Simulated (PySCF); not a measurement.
# CH7B2NO (SMILES BCOBN) at 5 levels

Wanted: a comparison of 5 runs (HF/def2-SVP, B3LYP/6-31G*, PBE0/def2-SVP, SVWN5/cc-pVDZ, B3LYP/6-311G**) of CH7B2NO. 

Program for the calculation: PySCF 2.14.0.

### 1 Starting point

CH7B2NO: 12 atoms, total charge 0, spin state singlet. As SMILES, `BCOBN`. The coordinates come from a GFN2-xTB relaxation. This is one conformer, not always the lowest.

Bond lengths: B1–C2 1.568 Å, C2–O3 1.420 Å, O3–B4 1.348 Å, B4–N5 1.403 Å, B1–H6 1.167 Å, B1–H7 1.169 Å, C2–H8 1.102 Å, C2–H9 1.102 Å, B4–H10 1.171 Å, N5–H11 1.003 Å, N5–H12 1.006 Å. Some angles: B1–C2–O3 118.0°, C2–O3–B4 122.8°, O3–B4–N5 124.2°, B1–C2–H8 111.3°, B1–C2–H9 107.6°, O3–C2–H8 108.9°, O3–C2–H9 105.5°, C2–B1–H6 121.2°, C2–B1–H7 117.9°, O3–B4–H10 115.8°.

### 2 Energy and forces at HF/def2-SVP (run 1)

Contents of run.py:

```python
from pyscf import gto

mol = gto.Mole()
mol.atom = '''
B   -1.479530  -0.565670   0.681920
C   -0.043960  -1.150860   0.444800
O    1.068910  -0.299040   0.676510
B    1.300750   0.812670  -0.049950
N    0.487040   1.247780  -1.107230
H   -1.630670   0.494410   1.145590
H   -2.396240  -1.236570   0.405640
H    0.046700  -1.591390  -0.561080
H    0.087470  -2.001100   1.132830
H    2.263130   1.416390   0.235670
H    0.662330   2.086100  -1.629130
H   -0.365940   0.787280  -1.375560
'''
mol.max_memory = 1860
mol.verbose = 4
mol.charge = 0
mol.basis = 'def2-svp'
mol.build()

myscf = mol.RHF()
myscf.conv_tol = 1e-10
myscf.kernel()
if not myscf.converged:
    myscf = myscf.newton().run(myscf.mo_coeff, myscf.mo_occ)

e_tot = myscf.e_tot
print('E = %.10f Eh' % e_tot)
grad = myscf.nuc_grad_method().kernel()
myscf.analyze()
```

The run is started by

```sh
$ OMP_NUM_THREADS=1 python run.py
```

Output:

```text
PySCF version 2.14.0

[... 99 lines left out ...]
MO #10  energy= -0.69030189864035  occ= 2
[... 18 lines left out ...]
MO #29  energy= 0.334595847851836  occ= 0
[... 18 lines left out ...]
MO #48  energy= 0.935577283929267  occ= 0
[... 18 lines left out ...]
MO #67  energy= 1.69332978394165   occ= 0
[... 18 lines left out ...]
MO #86  energy= 2.54623496886285   occ= 0
[... 18 lines left out ...]
MO #105 energy= 3.9792951777178    occ= 0
[... 120 lines left out ...]
Dipole moment(X, Y, Z, Debye): -1.97339, -0.17236, -1.61437
```

Run time: 11 s. Hardware: 1 thread of Intel Xeon at 2.70GHz, shared host; peak memory 0.24 GiB.

### 3 Energy and forces at B3LYP/6-31G(d) (Cartesian functions) (run 2)

Contents of calc.py:

```python
from pyscf import gto, dft

molecule = gto.M(
    atom=[
    ('B', (-1.479530, -0.565670, 0.681920)),
    ('C', (-0.043960, -1.150860, 0.444800)),
    ('O', (1.068910, -0.299040, 0.676510)),
    ('B', (1.300750, 0.812670, -0.049950)),
    ('N', (0.487040, 1.247780, -1.107230)),
    ('H', (-1.630670, 0.494410, 1.145590)),
    ('H', (-2.396240, -1.236570, 0.405640)),
    ('H', (0.046700, -1.591390, -0.561080)),
    ('H', (0.087470, -2.001100, 1.132830)),
    ('H', (2.263130, 1.416390, 0.235670)),
    ('H', (0.662330, 2.086100, -1.629130)),
    ('H', (-0.365940, 0.787280, -1.375560)),
],
    basis='6-31g*',
    spin=0,
    cart=True,
    verbose=4,
    max_memory=1860,
)

mf = dft.RKS(molecule, xc='b3lyp')
mf.grids.level = 5
mf.conv_tol = 1e-10
mf.kernel()
if not mf.converged:
    mf = mf.newton().run(mf.mo_coeff, mf.mo_occ)

e_final = mf.e_tot
print('Final energy', e_final)
grad = mf.nuc_grad_method().kernel()
dip = mf.dip_moment()
pop, q = mf.mulliken_pop()
```

The run is started by

```sh
$ OMP_NUM_THREADS=1 python calc.py
```

Output:

```text
PySCF version 2.14.0

[... 83 lines left out ...]
converged SCF energy = -222.046054195251
Final energy -222.0460541952511
[... 12 lines left out ...]
Dipole moment(X, Y, Z, Debye): -1.74898, -0.26775, -1.56573
[... 102 lines left out ...]
charge of   11H =      0.31096
```

Run time: 46 s. Hardware: 1 thread of Intel Xeon at 2.70GHz, shared host; peak memory 0.91 GiB.

Runs 3 to 4 aren't shown in full; the table further down has their settings and results.

### 4 Energy and forces at B3LYP/6-311G(d,p) (run 5)

Contents of job.py:

```python
from pyscf import gto, dft

system = gto.M(
    atom='''
B     -2.795906    -1.068961     1.288642
C     -0.083072    -2.174810     0.840550
O      2.019947    -0.565104     1.278419
B      2.458061     1.535724    -0.094392
N      0.920372     2.357962    -2.092361
H     -3.081520     0.934299     2.164851
H     -4.528237    -2.336779     0.766549
H      0.088250    -3.007291    -1.060288
H      0.165294    -3.781531     2.140738
H      4.276696     2.676589     0.445352
H      1.251622     3.942158    -3.078610
H     -0.691526     1.487744    -2.599432
''',
    basis='6-311g**',
    unit='bohr',
    charge=0,
    verbose=4,
    max_memory=1860,
)

mf = dft.RKS(system, xc='b3lyp')
mf.grids.level = 5
mf.conv_tol = 1e-10
mf.kernel()
if not mf.converged:
    mf = mf.newton().run(mf.mo_coeff, mf.mo_occ)

e_final = mf.e_tot
print('E = %.10f Eh' % e_final)
grad = mf.nuc_grad_method().kernel()
mf.analyze()
```

The run is started by

```sh
$ OMP_NUM_THREADS=1 python job.py
```

Output:

```text
PySCF version 2.14.0

[... 116 lines left out ...]
MO #12  energy= -0.482284869472593 occ= 2
[... 23 lines left out ...]
MO #36  energy= 0.327091098774356  occ= 0
[... 23 lines left out ...]
MO #60  energy= 0.999292926889702  occ= 0
[... 23 lines left out ...]
MO #84  energy= 1.84008880015219   occ= 0
[... 23 lines left out ...]
MO #108 energy= 2.72494420914725   occ= 0
[... 23 lines left out ...]
MO #132 energy= 49.9052741357564   occ= 0
[... 147 lines left out ...]
Dipole moment(X, Y, Z, Debye): -1.73360, -0.24183, -1.55246
```

It took 75 s on 1 thread of Intel Xeon at 2.70GHz, shared host; peak memory 1.5 GiB.

### 5 Overview of the runs

```
run                               level  Cartesian functions  integration grid  energy (Eh)  dipole moment (D)  HOMO energy (eV)  LUMO energy (eV)  wall time
  1                         HF/def2-SVP                   no                 –  -220.514834               2.56            -11.15              2.13       11 s
  2  B3LYP/6-31G* (Cartesian functions)                  yes                 5  -222.046054               2.36             -6.96             -1.56       46 s
  3                       PBE0/def2-SVP                   no                 5  -221.605055               2.45             -7.44             -1.63       48 s
  4                       SVWN5/cc-pVDZ                   no                 5  -220.079291               2.30             -6.02             -2.89       38 s
  5                      B3LYP/6-311G**                   no                 5  -222.116552               2.34             -7.23             -1.88       75 s
```

### 6 Outcome

| quantity | value |
| --- | --- |
| run 5: total energy | -222.11655 Eh |
| run 5: dipole moment | 2.34 D |
| run 5: HOMO energy | -7.23 eV |
| run 5: LUMO energy | -1.88 eV |
| run 5: HOMO–LUMO gap | 5.35 eV |
| run 5: largest force on an atom | 0.895 eV/Å |

What this shows: The dipole moment (its size) runs from 2.30 D (SVWN5/cc-pVDZ) to 2.56 D (HF/def2-SVP). The two ends differ in method and basis. The HOMO–LUMO gap runs from 3.13 eV (SVWN5/cc-pVDZ) to 13.28 eV (HF/def2-SVP). Totals of different functionals can't be ranked against each other. All runs together took 3.6 min, the longest 75 s.
